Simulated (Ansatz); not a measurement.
# Sc2NF3: the cost of one run

Computed with Ansatz 0.2.0 (DFT PBE, scalar-relativistic, plane waves, PAW, unless a step names another level, unless a step's input says otherwise).

4 further runs of the same task are left out: 4 that didn't finish. Runs told in other sessions of the task aren't counted.

## Step 1: The structure to begin with

The structure is monoclinic, space group P2_1 (No. 4). Conventional cell: a = 5.405 Å, b = 5.424 Å, c = 6.259 Å, α = 90.00°, β = 115.39°, γ = 90.00°. Sc (site symmetry 1) is surrounded by 4 F at 2.04 to 2.28 Å and 2 N at 2.12 to 2.18 Å. Around N (site symmetry 1) lie 4 Sc at 2.12 to 2.18 Å. F (site symmetry 1) is surrounded by 2 Sc at 2.06 Å. F (site symmetry 1) is surrounded by 2 Sc at 2.04 Å. Around F (site symmetry 1) lie 4 Sc at 2.13 to 2.28 Å.

Coordinates:

```cif
data_structure
_symmetry_space_group_name_H-M 'P2_1'
_symmetry_Int_Tables_number 4
_cell_length_a 5.4054
_cell_length_b 5.4237
_cell_length_c 6.2594
_cell_angle_alpha 90.000
_cell_angle_beta 115.390
_cell_angle_gamma 90.000
_cell_volume 165.78
loop_
_atom_site_label
_atom_site_type_symbol
_atom_site_symmetry_multiplicity
_atom_site_Wyckoff_symbol
_atom_site_fract_x
_atom_site_fract_y
_atom_site_fract_z
_atom_site_occupancy
Sc1 Sc 2 a 0.07319 0.42946 0.67111 1
Sc2 Sc 2 a 0.59700 0.98760 0.67092 1
N1 N 2 a 0.75529 0.70855 0.51061 1
F1 F 2 a 0.92845 0.20881 0.85949 1
F2 F 2 a 0.39099 0.45690 0.99967 1
F3 F 2 a 0.70776 0.20868 0.41481 1
```

It came out lowest among 23 distinct ends of the trial cells. At a tolerance of 0.02 Å it has space group P2_1 (No. 4).

## Step 2: Tight relaxation for the response runs, on the response runs' mesh and smearing

Contents of input.yaml:

```yaml
crystal:
  lattice:
    - [5.3553580621, 0.0, -0.7338397461]
    - [0.0, 5.4236696382, 0.0]
    - [-1.8913554741, 0.0, 5.9668635158]
  atoms:
    - { symbol: Sc, position: [0.0731883736, 0.4294596783, 0.6711076997] }
    - { symbol: Sc, position: [0.9268116264, 0.9294596783, 0.3288923003] }
    - { symbol: Sc, position: [0.596995862, 0.9875995222, 0.6709242333] }
    - { symbol: Sc, position: [0.403004138, 0.4875995222, 0.3290757667] }
    - { symbol: "N", position: [0.7552915564, 0.708545162, 0.5106059875] }
    - { symbol: "N", position: [0.2447084436, 0.208545162, 0.4893940125] }
    - { symbol: F, position: [0.9284512201, 0.2088126207, 0.8594907805] }
    - { symbol: F, position: [0.0715487799, 0.7088126207, 0.1405092195] }
    - { symbol: F, position: [0.3909908305, 0.4568998335, 0.9996721014] }
    - { symbol: F, position: [0.6090091695, 0.9568998335, 0.0003278986] }
    - { symbol: F, position: [0.707760058, 0.2086831833, 0.4148093638] }
    - { symbol: F, position: [0.292239942, 0.7086831833, 0.5851906362] }
basis:
  ecutwfc: 420
kpoints:
  mp_grid: { grid: [6, 4, 4] }
hamiltonian:
  xc: pbe
scf:
  occupations: { method: fixed }
output:
  forces: true
  stress: true
  eigenvalues: true
  write_density: true
  write_potential: true
  elf: true
  volumetric_format: npy
relax:
  adjacent_minimum: "off"
  f_tol: 0.001
  max_steps: 60
  cell: { stress_tol: 0.01 }
```

Command:

```sh
> ansatz run input.yaml --threads 3 --pin off --max-ram 7680MiB --backend cpu --events-out ev --progress --plain --runs-dir out
```

**Question.** How long does this run take on 3 threads of Arm Neoverse V2, shared host, and how much memory does it need?

About 76 s, with a peak of 0.67 GiB.
